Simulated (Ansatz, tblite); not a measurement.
# C8H20O3Si: rung by rung

How do method and basis change the picture of C8H20O3Si (singlet)?

The runs use Ansatz 0.2.0, Gaussian basis; as each input shows.

Plan: GFN1-xTB, GFN2-xTB, PBE-D4/def2-TZVP, r2SCAN-D4/def2-TZVP, revPBE-D4/def2-TZVP, B97M-V/def2-TZVP, PBE-D4/def2-SVP, PBE0-D4/def2-SVP, MP2/def2-SVP.

3 further runs of the same task are left out: 3 that didn't finish. Runs told in other sessions of the task aren't counted.

## (1) The geometry

The geometry is that of the singlet, from an earlier relaxation (PBE-D4/def2-SVP).

32 atoms, charge 0, spin multiplicity 1.

Bond lengths: C1–C2 1.529 Å, C1–H13 1.109 Å, C1–H14 1.111 Å, C1–H15 1.111 Å, C2–C3 1.534 Å, C2–H16 1.114 Å, C2–H17 1.112 Å, C3–C4 1.534 Å, C3–H18 1.115 Å, C3–H19 1.113 Å, C4–C5 1.533 Å, C4–H20 1.114 Å, C4–H21 1.113 Å, C5–C6 1.530 Å, C5–H22 1.113 Å, C5–H23 1.115 Å, C6–C7 1.533 Å, C6–H24 1.115 Å and more. Angles: C2–C1–H13 111.9°, C2–C1–H14 111.3°, C2–C1–H15 111.4°, H13–C1–H14 107.5°, H13–C1–H15 107.5°, H14–C1–H15 107.1°, C1–C2–C3 113.2°, C1–C2–H16 109.7°, C1–C2–H17 109.3°, C3–C2–H16 108.9°, C3–C2–H17 109.8°, H16–C2–H17 105.6°, C2–C3–C4 114.9°, C2–C3–H18 109.1°, C2–C3–H19 108.6°, C4–C3–H18 109.3°, C4–C3–H19 109.0°, H18–C3–H19 105.5° and more.

PBE0-D4/def2-TZVP was run before; its log isn't repeated, and its numbers join the tables.

## (2) GFN1-xTB

Tight binding, by tblite at 300 K electronic temperature and without a spin-polarisation term:

```python
tblite.interface.Calculator('GFN1-xTB', numbers, positions, charge=0, uhf=0).singlepoint()
```

Energy -1194.0672 eV, HOMO -11.52 eV, LUMO -3.91 eV; 0.02 s.

## (3) GFN2-xTB

Tight binding, by tblite at 300 K electronic temperature and without a spin-polarisation term:

```python
tblite.interface.Calculator('GFN2-xTB', numbers, positions, charge=0, uhf=0).singlepoint()
```

Energy -1126.5492 eV, HOMO -10.72 eV, LUMO -2.92 eV; 0.015 s.

## (4) PBE-D4/def2-TZVP

start.molden holds the orbitals of an earlier run on this state, given as this run's starting guess.

Input file in.yaml:

```yaml
crystal:
  periodic: [false, false, false]
  atoms:
    - {symbol: C, position_ang: [-4.937001, 0.648185, -1.253445]}
    - {symbol: C, position_ang: [-3.421105, 0.488864, -1.128676]}
    - {symbol: C, position_ang: [-2.992383, -0.929128, -0.731658]}
    - {symbol: C, position_ang: [-1.475628, -1.148983, -0.655737]}
    - {symbol: C, position_ang: [-0.760518, -0.352912, 0.441476]}
    - {symbol: C, position_ang: [0.740753, -0.638389, 0.523075]}
    - {symbol: C, position_ang: [1.457021, 0.153669, 1.622744]}
    - {symbol: C, position_ang: [2.975764, -0.096791, 1.680711]}
    - {symbol: Si, position_ang: [3.965859, 0.611329, 0.253994]}
    - {symbol: O, position_ang: [5.582840, 0.154573, 0.355625]}
    - {symbol: O, position_ang: [3.715735, 2.264059, 0.329182]}
    - {symbol: O, position_ang: [3.510835, 0.122411, -1.286074]}
    - {symbol: H, position_ang: [-5.221397, 1.680460, -1.542372]}
    - {symbol: H, position_ang: [-5.446884, 0.418105, -0.294039]}
    - {symbol: H, position_ang: [-5.354463, -0.040098, -2.018658]}
    - {symbol: H, position_ang: [-2.934402, 0.756934, -2.093712]}
    - {symbol: H, position_ang: [-3.034401, 1.220757, -0.386236]}
    - {symbol: H, position_ang: [-3.451126, -1.187415, 0.250753]}
    - {symbol: H, position_ang: [-3.426212, -1.649040, -1.461297]}
    - {symbol: H, position_ang: [-1.017844, -0.902348, -1.640984]}
    - {symbol: H, position_ang: [-1.275800, -2.232148, -0.497400]}
    - {symbol: H, position_ang: [-0.909460, 0.737453, 0.277904]}
    - {symbol: H, position_ang: [-1.236348, -0.575517, 1.424538]}
    - {symbol: H, position_ang: [0.899972, -1.727927, 0.697199]}
    - {symbol: H, position_ang: [1.217094, -0.422642, -0.458426]}
    - {symbol: H, position_ang: [1.273744, 1.240573, 1.473219]}
    - {symbol: H, position_ang: [0.999565, -0.097974, 2.605644]}
    - {symbol: H, position_ang: [3.188461, -1.187010, 1.751673]}
    - {symbol: H, position_ang: [3.400504, 0.352070, 2.606813]}
    - {symbol: H, position_ang: [5.977574, 0.254884, 1.238878]}
    - {symbol: H, position_ang: [3.992326, 2.739626, -0.473827]}
    - {symbol: H, position_ang: [3.996917, -0.655631, -1.610898]}
basis:
  gaussian: {orbitals: def2-TZVP, initial_orbitals: start.molden}
hamiltonian: {xc: pbe, dispersion: d4}
scf: {omitted_lower_state_checks: [starts]}
output: {orbitals: {seedname: orbitals}}
```

Run with:

```sh
$ ansatz run in.yaml --threads 4 --pin off --events-out ev --progress --plain --max-ram 6963MiB
```

The runs that follow: r2SCAN-D4/def2-TZVP; revPBE-D4/def2-TZVP; B97M-V/def2-TZVP; PBE-D4/def2-SVP; PBE0-D4/def2-SVP; MP2/def2-SVP.

**Question.** What will the summary of the whole plan be? Wanted: gap in def2-TZVP, named functionals, smallest and largest; correlation energy, MP2/def2-SVP; binding an atom, functionals in def2-TZVP; PBE0 total energy, smallest basis above largest.

The runs gave:

```
                                                 quantity                                 value
gap in def2-TZVP, named functionals, smallest and largest   6.34 eV (PBE-D4), 8.63 eV (PBE0-D4)
                         correlation energy, MP2/def2-SVP                             -49.23 eV
                binding an atom, functionals in def2-TZVP  4.19 (revPBE-D4) to 4.28 eV (PBE-D4)
          PBE0 total energy, smallest basis above largest        19.66 eV (def2-SVP, def2-TZVP)
```

Orbital gaps of the named functionals in def2-TZVP span 6.34 eV (PBE-D4) to 8.63 eV (PBE0-D4); exact exchange widens it.
